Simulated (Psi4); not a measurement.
# One shape, several levels: doublet [BClF2]+

Aim: a comparison of 6 runs (U-r2SCAN/aug-cc-pVDZ, U-wB97X/aug-cc-pVDZ, UB2PLYP/aug-cc-pVDZ, UM06-L/aug-cc-pVDZ, UPBE/aug-cc-pVDZ, USVWN5/aug-cc-pVDZ) of doublet [BClF2]+. 

Program for the calculation: Psi4 1.11.

3 further runs of the same task are left out: 3 set aside as unsound or not needed.

## Step 1: Starting point

The species is [BClF2]+ (4 atoms), meant as a doublet with charge +1. SMILES of the parent species: `FB(F)Cl`. Geometry: relaxed at PBE0-D4/def2-TZVP. That shape belongs to the parent species and isn't relaxed for this state.

Bond lengths: F1–B2 1.310 Å, B2–F3 1.310 Å, B2–Cl4 1.740 Å. Angles: F1–B2–F3 119.0°, F1–B2–Cl4 120.5°, F3–B2–Cl4 120.5°.

## Step 2: Energy and gradient at U-r2SCAN/aug-cc-pVDZ (run 1)

job.in

```
memory 1.6 GB

molecule {
  1 2
  F     -0.32824543    -2.37028348    -1.03235738
  B     -0.12680062    -0.07804569    -0.11716302
  F     -1.91164695     1.56866166    -0.60036599
  Cl     2.47157280     0.76590600     1.71152495
  units au
  symmetry c1
}

set basis aug-cc-pVDZ
set reference uks
set puream true
set e_convergence 1e-09
set d_convergence 1e-08
set scf_type pk
set dft_radial_points 99
set dft_spherical_points 590
set maxiter 100

e_tot, wfn = gradient("r2scan", return_wfn=True)
```

On the command line:

```
$ psi4 -n 1 job.in job.out
```

job.out:

```text
[...]
  Running in c1 symmetry.
[...]
  Nuclear repulsion =  142.136300707000061
[...]
  Multiplicity = 2
[...]
  Nalpha       = 20
  Nbeta        = 19
[...]
    Number of basis functions: 96
[...]
   @UKS iter   1:  -684.20590579459167    2.48182e-01   5.62083e-03 DIIS/ADIIS
[...]
   @UKS iter  13:  -684.33045726840396   -2.38742e-12   3.45329e-09 DIIS
[...]
   @S^2 Observed:                7.538767471E-01
[...]
  @UKS Final Energy:  -684.33045726840396
   => Energetics <=
    Nuclear Repulsion Energy =            142.1363007070000606
    One-Electron Energy =               -1217.3069424915199761
    Two-Electron Energy =                 443.6386363393413603
    DFT Exchange-Correlation Energy =     -52.7984518232254345
    Empirical Dispersion Energy =           0.0000000000000000
    VV10 Nonlocal Energy =                  0.0000000000000000
    Total Energy =                       -684.3304572684039613
[...]
 Multipole Moments:
 ------------------------------------------------------------------------------------
     Multipole            Electronic (a.u.)      Nuclear  (a.u.)        Total (a.u.)
 ------------------------------------------------------------------------------------
 L = 1.  Multiply by 2.5417464519 to convert [e a0] to [Debye]
 Dipole X            :         -0.0320116            0.9901965            0.9581849
 Dipole Y            :         -0.0102252            0.3216348            0.3114096
 Dipole Z            :         -0.0223540            0.6969061            0.6745522
 Magnitude           :                                                    1.2124830
[...]
  -Total Gradient:
     Atom            X                  Y                   Z
    ------   -----------------  -----------------  -----------------
       1       -0.014440817003     0.002226537575    -0.007766896747
       2        0.046215243035     0.015120377841     0.032577441881
       3       -0.009421990379    -0.010093778324    -0.009078938564
       4       -0.021798398535    -0.007072619715    -0.015341409654
[...]
```

Wall time 48 s (1 thread of Intel Xeon Platinum 8488C (Sapphire Rapids), shared host); peak memory 0.94 GiB.

## Step 3: Energy and gradient at U-wB97X/aug-cc-pVDZ (run 2)

bclf2.json

```json
{
 "schema_name": "qcschema_input",
 "schema_version": 1,
 "molecule": {
  "schema_name": "qcschema_molecule",
  "schema_version": 2,
  "symbols": ["F", "B", "F", "Cl"],
  "geometry": [-0.32824543, -2.37028348, -1.03235738, -0.12680062, -0.07804569, -0.11716302, -1.91164695, 1.56866166, -0.60036599, 2.4715728, 0.765906, 1.71152495],
  "molecular_charge": 1,
  "molecular_multiplicity": 2,
  "fix_symmetry": "c1",
  "fix_com": true,
  "fix_orientation": true
 },
 "driver": "gradient",
 "model": {
  "method": "wb97x",
  "basis": "aug-cc-pVDZ"
 },
 "keywords": {
  "reference": "uks",
  "puream": true,
  "e_convergence": 1e-09,
  "d_convergence": 1e-08,
  "scf_type": "pk",
  "dft_radial_points": 99,
  "dft_spherical_points": 590,
  "maxiter": 100
 }
}
```

On the command line:

```
$ psi4 --qcschema bclf2.json -n 1 --memory 1600MB
```

stdout:

```text
[...]
  Running in c1 symmetry.
[...]
  Nuclear repulsion =  142.136300707000061
[...]
  Multiplicity = 2
[...]
  Nalpha       = 20
  Nbeta        = 19
[...]
    Number of basis functions: 96
[...]
   @UKS iter   1:  -684.29054478853038    1.94881e-02   5.28414e-03 ADIIS/DIIS
[...]
   @UKS iter  14:  -684.39736809727344   -9.09495e-12   5.54191e-09 DIIS
[...]
   @S^2 Observed:                7.532929747E-01
[...]
  @UKS Final Energy:  -684.39736809727344
   => Energetics <=
    Nuclear Repulsion Energy =            142.1363007070000606
    One-Electron Energy =               -1217.2731692209201810
    Two-Electron Energy =                 430.2365976106722769
    DFT Exchange-Correlation Energy =     -39.4970971940257556
    Empirical Dispersion Energy =           0.0000000000000000
    VV10 Nonlocal Energy =                  0.0000000000000000
    Total Energy =                       -684.3973680972734428
[...]
 Multipole Moments:
 ------------------------------------------------------------------------------------
     Multipole            Electronic (a.u.)      Nuclear  (a.u.)        Total (a.u.)
 ------------------------------------------------------------------------------------
 L = 1.  Multiply by 2.5417464519 to convert [e a0] to [Debye]
 Dipole X            :        -19.4785216           21.2237031            1.7451815
 Dipole Y            :         -4.8853652            5.4155772            0.5302119
 Dipole Z            :        -12.6151395           13.8155987            1.2004592
 Magnitude           :                                                    2.1835488
[...]
  -Total Gradient:
     Atom            X                  Y                   Z
    ------   -----------------  -----------------  -----------------
       1       -0.018699512879    -0.003213616858    -0.012173662864
       2        0.067602251013     0.022080487966     0.047635458123
       3       -0.016557593565    -0.008368381061    -0.012697749426
       4       -0.032259594972    -0.010472283212    -0.022704309760
[...]
```

The result, in JSON:

```text
{
 "driver": "gradient",
 "model": {
  "method": "wb97x",
  "basis": "aug-cc-pVDZ"
 },
 "success": true,
 "return_result": [-0.018699512878893574, -0.0032136168582749536, -0.012173662864252977, 0.06760225101307522, 0.02208048796559299, 0.047635458122932406, -0.016557593564612033, -0.008368381060957553, -0.012697749426498456, -0.0322595949723159, -0.010472283212118932, -0.022704309759679644],
 "properties": {
  "calcinfo_nbasis": 96,
  "calcinfo_nmo": 96,
  "calcinfo_nalpha": 20,
  "calcinfo_nbeta": 19,
  "calcinfo_natom": 4,
  "nuclear_repulsion_energy": 142.13630070700006,
  "return_energy": -684.3973680972734,
  "return_gradient": [-0.018699512878893574, -0.0032136168582749536, -0.012173662864252977, 0.06760225101307522, 0.02208048796559299, 0.047635458122932406, -0.016557593564612033, -0.008368381060957553, -0.012697749426498456, -0.0322595949723159, -0.010472283212118932, -0.022704309759679644],
  "scf_one_electron_energy": -1217.2731692209202,
  "scf_two_electron_energy": 430.2365976106723,
  "scf_xc_energy": -39.497097194025756,
  "scf_dipole_moment": [1.7451814867098818, 0.5302119405838983, 1.200459206498378],
  "scf_total_energy": -684.3973680972734,
  "scf_total_gradient": [-0.018699512878893574, -0.0032136168582749536, -0.012173662864252977, 0.06760225101307522, 0.02208048796559299, 0.047635458122932406, -0.016557593564612033, -0.008368381060957553, -0.012697749426498456, -0.0322595949723159, -0.010472283212118932, -0.022704309759679644],
  "scf_iterations": 14
 }
}
```

Wall time 45 s (1 thread of Intel Xeon Platinum 8488C (Sapphire Rapids), shared host); peak memory 0.84 GiB.

Runs 3 to 5 aren't shown in full; the table further down has their settings and results.

## Step 4: Energy and gradient at USVWN5/aug-cc-pVDZ (run 6)

bclf2.dat

```
memory 1600 mb

molecule molecule1 {
  1 2
  F     -0.173700    -1.254300    -0.546300
  B     -0.067100    -0.041300    -0.062000
  F     -1.011600     0.830100    -0.317700
  Cl     1.307900     0.405300     0.905700
  symmetry c1
}

set globals {
  basis aug-cc-pVDZ
  reference uks
  puream true
  e_convergence 1e-09
  d_convergence 1e-08
  scf_type pk
  dft_radial_points 99
  dft_spherical_points 590
  maxiter 100
}

gradient('scf', dft_functional={"name": "SVWN5", "x_functionals": {"LDA_X": {}}, "c_functionals": {"LDA_C_VWN": {}}})
print_variables()
```

On the command line:

```
$ psi4 -i bclf2.dat -o bclf2.out -n 1
```

bclf2.out:

```text
[...]
  Running in c1 symmetry.
[...]
  Nuclear repulsion =  142.136300753478139
[...]
  Multiplicity = 2
[...]
  Nalpha       = 20
  Nbeta        = 19
[...]
    Number of basis functions: 96
[...]
   @UKS iter   1:  -681.31020005713810    3.15383e-01   5.46127e-03 ADIIS/DIIS
[...]
   @UKS iter  13:  -681.43907574030936   -1.70530e-11   6.20518e-09 DIIS
[...]
   @S^2 Observed:                7.511366865E-01
[...]
  @UKS Final Energy:  -681.43907574030936
   => Energetics <=
    Nuclear Repulsion Energy =            142.1363007534781389
    One-Electron Energy =               -1216.9609704698077621
    Two-Electron Energy =                 443.2050426846901701
    DFT Exchange-Correlation Energy =     -49.8194487086698814
    Empirical Dispersion Energy =           0.0000000000000000
    VV10 Nonlocal Energy =                  0.0000000000000000
    Total Energy =                       -681.4390757403093630
[...]
 Multipole Moments:
 ------------------------------------------------------------------------------------
     Multipole            Electronic (a.u.)      Nuclear  (a.u.)        Total (a.u.)
 ------------------------------------------------------------------------------------
 L = 1.  Multiply by 2.5417464519 to convert [e a0] to [Debye]
 Dipole X            :         -0.2037222            0.9901965            0.7864743
 Dipole Y            :         -0.0660386            0.3216348            0.2555962
 Dipole Z            :         -0.1432305            0.6969061            0.5536756
 Magnitude           :                                                    0.9952024
[...]
  -Total Gradient:
     Atom            X                  Y                   Z
    ------   -----------------  -----------------  -----------------
       1       -0.010971773831    -0.000470479864    -0.006652683237
       2        0.031802676691     0.010435291277     0.022431568145
       3       -0.008675978284    -0.006023546422    -0.007224138707
       4       -0.012137314715    -0.003935557888    -0.008542266088
[...]
```

It took 23 s on 1 thread of Intel Xeon Platinum 8488C (Sapphire Rapids), shared host; peak memory 0.61 GiB.

## Step 5: All runs side by side

| run | level | task | frozen core orbitals | energy (Eh) | HOMO energy (eV) | LUMO energy (eV) | ⟨S²⟩ | wall time |
| --- | --- | --- | --- | --- | --- | --- | --- | --- |
| 1 | U-r2SCAN/aug-cc-pVDZ | gradient | 0 | -684.330457 | -17.62 | -16.41 | 0.754 | 48 s |
| 2 | U-wB97X/aug-cc-pVDZ | gradient | 0 | -684.397368 | -21.51 | -13.45 | 0.753 | 45 s |
| 3 | UB2PLYP/aug-cc-pVDZ (density fitting for correlation) | energy | 8 | -684.155891 | -20.66 | -13.97 | 0.755 | 18 s |
| 4 | UM06-L/aug-cc-pVDZ | gradient | 0 | -684.424711 | -17.41 | -16.54 | 0.753 | 44 s |
| 5 | UPBE/aug-cc-pVDZ | energy | 0 | -684.050101 | -17.03 | -16.45 | 0.752 | 19 s |
| 6 | USVWN5/aug-cc-pVDZ | gradient | 0 | -681.439076 | -17.11 | -16.80 | 0.751 | 23 s |

## Step 6: Outcome

```
                                 quantity          value
                      run 6: total energy  -681.43908 Eh
run 6: HOMO energy (highest over α and β)      -17.11 eV
 run 6: LUMO energy (lowest over α and β)      -16.80 eV
                              run 6: ⟨S²⟩          0.751
          run 6: largest force on an atom     2.072 eV/Å
```

In words: Totals of different functionals can't be ranked against each other. All runs together took 3.3 min, the longest 48 s.
